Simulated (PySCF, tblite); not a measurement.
# C₃H₉F₃OSi₂: geometry, infrared bands and NMR shifts

Aim: predict the infrared bands and NMR shifts of C₃H₉F₃OSi₂ (`FC(F)O[C@@H]([SiH3])[C@@H](F)[SiH3]`).

Programs: tblite 0.8.0 and PySCF 2.14.0, with density-fitted response routines of our own. Each step states its level of theory. These are calculated values for one molecule in the gas phase, unless marked as measured. Atoms are numbered from 0 throughout.

## Step 1: Starting geometry

18 atoms, charge 0, multiplicity 1; geometry from: force field or distance geometry start.

Bonds of the start (Å): F0–C1 1.37, C1–F2 1.35, C1–O3 1.41, O3–C4 1.44, C4–Si5 1.93, C4–C6 1.54, C6–F7 1.38, C6–Si8 1.87, C1–H9 1.10, C4–H10 1.09, Si5–H11 1.48, Si5–H12 1.48, Si5–H13 1.48, C6–H14 1.09, Si8–H15 1.50, Si8–H16 1.49, Si8–H17 1.49.

## Step 2: Optimising the geometry with GFN2-xTB

The job: settings as JSON, then the geometry in Å.

```
{"job": {"kind": "relax", "xc": "GFN2-xTB", "basis": "xTB"}, "charge": 0, "multiplicity": 1}
F      3.018700    -1.721600     1.567000
C      1.996600    -0.816900     1.456600
F      2.561200     0.404000     1.617500
O      1.484000    -0.911000     0.141700
C      0.444600     0.053700    -0.113500
Si     0.634100     0.784300    -1.894300
C     -0.917400    -0.619600     0.147000
F     -0.851300    -1.131800     1.429500
Si    -2.464900     0.422700     0.111000
H      1.257000    -1.009300     2.252200
H      0.566500     0.909100     0.554400
H     -0.297600     1.926800    -2.045100
H      2.019600     1.272800    -2.103000
H      0.288100    -0.250400    -2.899700
H     -1.046800    -1.478900    -0.508700
H     -2.293900     1.643800     0.957200
H     -2.754300     0.867300    -1.277400
H     -3.652800    -0.338900     0.595900
```

Started as:

```
$ OMP_NUM_THREADS=1 python probes_run.py task.json out
```

One launch serves the whole session: the jobs run in the order shown.

**Question.** This job is followed by: GFN2-xTB harmonic vibrations, gas phase; GIAO PBE0/pcSseg-1 NMR shielding, non-relativistic, gas phase. What will the session give for the following? strongest single infrared mode (GFN2-xTB); zero-point energy (GFN2-xTB); 13C shifts against TMS (PBE0/pcSseg-1); 1H shifts against TMS (PBE0/pcSseg-1, means over atoms taken as alike); 19F shifts against CFCl3 (PBE0/pcSseg-1); 17O shifts against H2O (PBE0/pcSseg-1); 29Si shifts against TMS (PBE0/pcSseg-1).

**Answer**, as computed:

```
                                                              quantity                             value
                             strongest single infrared mode (GFN2-xTB)             2298 cm⁻¹, 437 km/mol
                                          zero-point energy (GFN2-xTB)                     69.0 kcal/mol
                                13C shifts against TMS (PBE0/pcSseg-1)             126.5, 96.1, 72.5 ppm
1H shifts against TMS (PBE0/pcSseg-1, means over atoms taken as alike)  6.84, 5.54, 4.47, 3.94, 3.94 ppm
                              19F shifts against CFCl3 (PBE0/pcSseg-1)         -99.1, -100.8, -223.0 ppm
                                17O shifts against H2O (PBE0/pcSseg-1)                         131.1 ppm
                               29Si shifts against TMS (PBE0/pcSseg-1)                  -72.2, -73.3 ppm
```

**Reading.** Over 109 steps the energy fell by 0.329 eV; of the close pairs, C1–O3 changed most, 1.414 to 1.342 Å. All 48 modes are real, so the xTB geometry is a minimum. The strongest single mode, at 2298 cm⁻¹, moves mainly H13. GFN2-xTB is a fitted tight-binding method: band positions and strengths are rough. Its intensities can rank the bands wrongly. H9 (hydrogen on an sp3 CH bonded to 2 F and O) lies farthest downfield among hydrogen, at 6.84 ppm; its carbon carries F and O, hence the downfield position. At PBE0/pcSseg-1: The widest tensor belongs to F2: span 180 ppm, with a paramagnetic part of -201 ppm.
